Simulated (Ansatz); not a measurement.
**InHCl (SMILES [Cl][InH]) at UMP2/STO-3G**

What is the vertical doublet–quartet gap of InHCl at UMP2/STO-3G? 

Program for the calculation: Ansatz 0.2.0.

69 further runs of the same task are left out: 6 that didn't finish, 63 set aside as unsound or not needed.

**1. The molecule**

InHCl has 3 atoms, charge 0, and is taken as a doublet. As SMILES, `[Cl][InH]`. The shape is that of a PBE0-D4/def2-TZVP optimisation.

Bond lengths: Cl1–In2 2.365 Å, In2–H3 1.773 Å. Angles: Cl1–In2–H3 115.3°.

**2. A single-point energy at UMP2/STO-3G**

input.yaml

```yaml
crystal:
  periodic: [false, false, false]
  atoms:
    - {symbol: Cl, position_ang: [-1.649800, 0.396800, -0.867400]}
    - {symbol: In, position_ang: [0.409500, 0.542400, 0.286100]}
    - {symbol: H, position_ang: [1.229400, -1.003900, 0.568100]}
basis:
  gaussian: {orbitals: STO-3G}
magnetization: {spin_polarized: true, initial_magnetization: 1}
correlation: {method: mp2, frozen_orbitals: {Cl: 5, H: 0, In: 18}}
accuracy: high
```

Run with:

```sh
$ ansatz run input.yaml --threads 1 --pin off --max-ram 2610MiB --events-out events.jsonl --progress --plain --runs-dir runs
```

Standard output:

```text
Warning: RAYON_NUM_THREADS=1 ignored (pool sized by the plan → 1); use --threads N
Functional definition: HF
  name "HF"
  exchange = exact_x
  correlation = 0
662 factors; integrals over basis functions are off by at most 8.9e-9 eV
mean field evaluation 1: about -167024.2528 eV, gradient 7.9e0 eV
mean field evaluation 2: about -167024.2880 eV, gradient 7.9e0 eV
mean field evaluation 4: about -167025.5134 eV, gradient 8.6e-1 eV
mean field evaluation 8: about -167025.5444 eV, gradient 1.6e-4 eV
mean field evaluation 16: about -167025.5419 eV, gradient 2.4e-8 eV
mean field -167025.54192472 eV, -6138.0754517547 hartree, gradient 2.4e-8 eV, S^2 0.755530; 0 other end points of the search recorded, 0 dependent functions left out
23 core orbitals not correlated: weight in the atoms' cores, before any rotation towards them, 1.000 or more for the frozen orbitals, at most 0.000 for the correlated occupied ones
reference -167025.54192472 eV, -6138.0754517547 hartree; 11, 10 occupied and 3, 4 virtual orbitals, 662 factors
second order -0.57008978 eV of doubles, -0.00000000 eV of singles
Total energy: -167026.11201450 eV, -6138.0964021678 hartree
```

Run time: 0.91 s. Hardware: 1 thread of Arm Neoverse V1, shared host; peak memory 0.11 GiB.

**3. The quartet**

molecule.yaml

```yaml
crystal:
  periodic: [false, false, false]
  atoms:
    - {symbol: Cl, position_ang: [-1.649800, 0.396800, -0.867400]}
    - {symbol: In, position_ang: [0.409500, 0.542400, 0.286100]}
    - {symbol: H, position_ang: [1.229400, -1.003900, 0.568100]}
basis:
  gaussian:
    orbitals: STO-3G
magnetization:
  spin_polarized: true
  initial_magnetization: 3
correlation:
  method: mp2
  frozen_orbitals: {Cl: 5, H: 0, In: 18}
accuracy: high
```

Run with:

```sh
$ ansatz run molecule.yaml --threads 1 --pin off --max-ram 2610MiB --events-out events.jsonl --progress --plain --runs-dir runs
```

Standard output, shortened:

```text
Warning: RAYON_NUM_THREADS=1 ignored (pool sized by the plan → 1); use --threads N
Functional definition: HF
  name "HF"
[...]
662 factors; integrals over basis functions are off by at most 8.9e-9 eV
[...]
mean field -167020.14358685 eV, -6137.8770664974 hartree, gradient 2.5e-8 eV, S^2 3.760637; 6 other end points of the search recorded, 0 dependent functions left out
23 core orbitals not correlated: weight in the atoms' cores, before any rotation towards them, 1.000 or more for the frozen orbitals, at most 0.000 for the correlated occupied ones
reference -167020.14358685 eV, -6137.8770664974 hartree; 12, 9 occupied and 2, 5 virtual orbitals, 662 factors
second order -0.36743751 eV of doubles, -0.00000000 eV of singles
Total energy: -167020.51102437 eV, -6137.8905695770 hartree
```

Wall time 2.2 s (1 thread of Arm Neoverse V1, shared host); peak memory 0.13 GiB.

**4. Results**

Level: UMP2/STO-3G, 23 core orbitals frozen.

```
                                             quantity           value
                                doublet: total energy  -6138.09640 Eh
doublet: correlation energy (23 core orbitals frozen)       -21.0 mEh
           doublet: ⟨S²⟩ of the reference determinant           0.756
                                quartet: total energy  -6137.89057 Eh
quartet: correlation energy (23 core orbitals frozen)       -13.5 mEh
           quartet: ⟨S²⟩ of the reference determinant           3.761
     vertical energy of the quartet above the doublet        5.601 eV
```

**Reading.** At this shape the quartet lies 5.60 eV (540 kJ/mol) above the doublet. In a minimal basis such a difference can be off by several eV, whatever the method. Relativity is left out (doublet) although the molecule holds a heavy atom. Relativity is left out (quartet) although the molecule holds a heavy atom.
